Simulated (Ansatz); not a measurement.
Predict the output of the script below (Ansatz 0.2.0, Python API).

The script reads `mgo2.yaml`:
```yaml
crystal:
  lattice:
    - [1.604761, 0.926509, 3.493979]
    - [-1.604761, 0.926509, 3.493979]
    - [0.0, -1.853018, 3.493979]
  atoms:
    - { symbol: Mg, position: [0.0, 0.0, 0.0] }
    - { symbol: O, position: [0.428786, 0.428786, 0.428786] }
    - { symbol: O, position: [0.571214, 0.571214, 0.571214] }
kpoints:
  mp_grid: { grid: [9, 9, 9] }
hamiltonian:
  xc: pbesol
scf:
  occupations: { method: gaussian, width: 0.1 }
output:
  forces: true
  stress: true
```

`mgo2.py`
```python
'''Run a YAML input for MgO2 from Python.'''

import warnings

import ansatz as az
import yaml


def main() -> None:
    warnings.simplefilter('ignore', az.DeckWarning)

    with open('mgo2.yaml') as handle:
        tree = yaml.safe_load(handle)
    print('sections:', list(tree))
    result = az.Session.from_dict(tree).plan().execute()
    data = result.report

    print('%-22s %14.5f eV' % ('F = E - TS', data['free_energy_ev']))
    print('%-22s %14.5f eV' % ('E', data['internal_energy_ev']))
    print('%-22s %14.5f eV' % ('Harris-Foulkes', data['harris_foulkes_ev']))
    print('%-22s %14.5f eV' % ('Fermi level', data['fermi_energy_ev']))

    # forces, one row an atom
    print('forces (eV/A)')
    for site, force in zip(result.lattice.sites, data['forces_ev_ang']):
        print(f'  {site.symbol:2s} {force[0]:9.4f} {force[1]:9.4f} {force[2]:9.4f}')

    used = data['setup']
    print('cutoffs (eV):', used['ecut_ev'], used['ecutrho_ev'], ' FFT grid:', used['fft_dense'])
    print('cell volume {:.3f} A^3, {} symmetry operations'.format(used['cell_volume_ang3'], used['n_sym_ops']))

    terms = data['components']
    print({name: round(terms[name], 3) for name in ('e_kinetic', 'e_hartree', 'e_xc', 'e_local', 'e_nonlocal')})


if __name__ == '__main__':
    main()
```

Output of `python mgo2.py`:
```text
sections: ['crystal', 'kpoints', 'hamiltonian', 'scf', 'output']
F = E - TS                -3033.64225 eV
E                         -3033.64225 eV
Harris-Foulkes            -3033.64225 eV
Fermi level                   7.44692 eV
forces (eV/A)
  Mg    0.0000    0.0000    0.0000
  O     0.0000   -0.0000    0.3040
  O     0.0000    0.0000   -0.3040
cutoffs (eV): 420.0 1680.0  FFT grid: [27, 27, 27]
cell volume 31.170 A^3, 12 symmetry operations
{'e_kinetic': 424.722, 'e_hartree': 745.201, 'e_xc': -174.33, 'e_local': -2141.98, 'e_nonlocal': 192.698}
```

What to keep in mind:
- Absolute energies stand on the zero of these potentials, so only differences at equal settings mean something. A total without «per atom» is that of the cell as typed.
- The energy terms are those on the plane-wave grid, with the one-centre PAW part apart; the terms shown are only some of the summands, so they needn't add up to F.
- The zero of the levels is a convention of the potentials, so an absolute Fermi energy is no work function.
- An opening on this mesh may only mean that it misses a point where bands touch.
- This cell is a computed structure, which may not be the phase found in nature.
- Finished in 1.8 s on 1 thread of Intel(R) Xeon(R) Platinum 8488C (Sapphire Rapids) (shared host), peak memory 0.38 GiB.

(Lines on the test bed's own set-up are left out of the output.)
